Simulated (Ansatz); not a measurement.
# CHFNOSi radical: a ladder of functionals and wavefunction methods

One table from this session's results is given with a row withheld; the runs are named, their logs left out.

Method: functionals in def2-TZVPP, the program's frozen cores in correlated methods; program: Ansatz 0.2.0, Gaussian basis.

The runs, in order: LDA (SPW92), PBE-D4, revPBE-D4, BLYP-D4, r2SCAN-D4, B97M-V, PBE0-D4, B3LYP-D4, r2SCANh-D4, r2SCAN0-D4, HSE06-D4, BHLYP-D4, CAM-B3LYP-D4, LC-ωPBE, ωB97X-V, ωB97M-V, B2PLYP, PBE-QIDH; CCSD(T)/def2-SVP; CCSD(T)/def2-TZVPP; MP2/def2-QZVPP; extrapolation to the limit; RPA on PBE.

### Structure used throughout

The geometry comes from an earlier relaxation with PBE0-D4 in a triple-zeta def2 set; it is a stationary point.

6 atoms, charge 0, spin multiplicity 2.

Atoms are counted from 1 here; the program's logs count them from 0.

Bond lengths: O1–C2 1.161 Å, C2–N3 1.199 Å, N3–Si4 1.701 Å, Si4–F5 1.596 Å, Si4–H6 1.487 Å. Angles: O1–C2–N3 177.8°, C2–N3–Si4 156.1°, N3–Si4–F5 108.3°, N3–Si4–H6 108.0°, F5–Si4–H6 107.6°.

Set-up of the first run:

The input, in.yaml:

```yaml
crystal:
  periodic: [false, false, false]
  atoms:
    - {symbol: O, position_ang: [-1.493158, 1.227263, 1.999140]}
    - {symbol: C, position_ang: [-0.906843, 0.754442, 1.115394]}
    - {symbol: N, position_ang: [-0.304021, 0.306303, 0.180835]}
    - {symbol: Si, position_ang: [0.439488, -0.903908, -0.755252]}
    - {symbol: F, position_ang: [1.995619, -0.925749, -0.399577]}
    - {symbol: H, position_ang: [0.310916, -0.522351, -2.186741]}
basis:
  gaussian: {orbitals: def2-TZVPP}
magnetization: {spin_polarized: true, initial_magnetization: 1}
hamiltonian: {xc: lda}
output: {orbitals: {seedname: orbitals}}
```

Started as:

```console
> ansatz run in.yaml --threads 4 --pin off --events-out ev --progress --plain --max-ram 10444MiB
```

Steps of the session up to this table: LDA; PBE-D4 (GGA); revPBE-D4 (GGA); BLYP-D4 (GGA); r2SCAN-D4 (meta-GGA); B97M-V (meta-GGA); B3LYP-D4 (hybrid); r2SCANh-D4 (hybrid); r2SCAN0-D4 (hybrid); HSE06-D4 (hybrid); BHLYP-D4 (hybrid); CAM-B3LYP-D4 (range-separated); LC-ωPBE (range-separated); ωB97X-V (range-separated); ωB97M-V (range-separated); B2PLYP (double hybrid); PBE-QIDH (double hybrid).

One table of the session follows, with a row left open; its other results are not shown here.

It belongs to the step «Frontier levels by functional». 

| functional | HOMO (eV) | LUMO (eV) | gap (eV) |
| --- | --- | --- | --- |
| LDA (SPW92) | ? | ? | ? |
| PBE-D4 | -5.47 | -3.75 | 1.72 |
| revPBE-D4 | -5.45 | -3.59 | 1.86 |
| BLYP-D4 | -5.29 | -3.81 | 1.48 |
| r2SCAN-D4 | -5.85 | -3.28 | 2.56 |
| B97M-V | -5.52 | -3.94 | 1.58 |
| PBE0-D4 | -6.71 | -2.85 | 3.86 |
| B3LYP-D4 | -6.43 | -3.28 | 3.15 |
| r2SCANh-D4 | -6.29 | -2.99 | 3.31 |
| r2SCAN0-D4 | -6.97 | -2.56 | 4.42 |
| HSE06-D4 | -6.31 | -3.23 | 3.08 |
| BHLYP-D4 | -7.79 | -2.09 | 5.69 |
| CAM-B3LYP-D4 | -7.95 | -2.00 | 5.96 |
| LC-ωPBE | -9.36 | -0.50 | 8.86 |
| ωB97X-V | -8.84 | -1.08 | 7.76 |
| ωB97M-V | -8.45 | -1.22 | 7.23 |

Estimate the missing values for LDA (SPW92).

**Answer.** HOMO (eV): -5.46; LUMO (eV): -4.21; gap (eV): 1.25. In the column «HOMO (eV)» it lies between PBE-D4 (-5.47) and revPBE-D4 (-5.45).
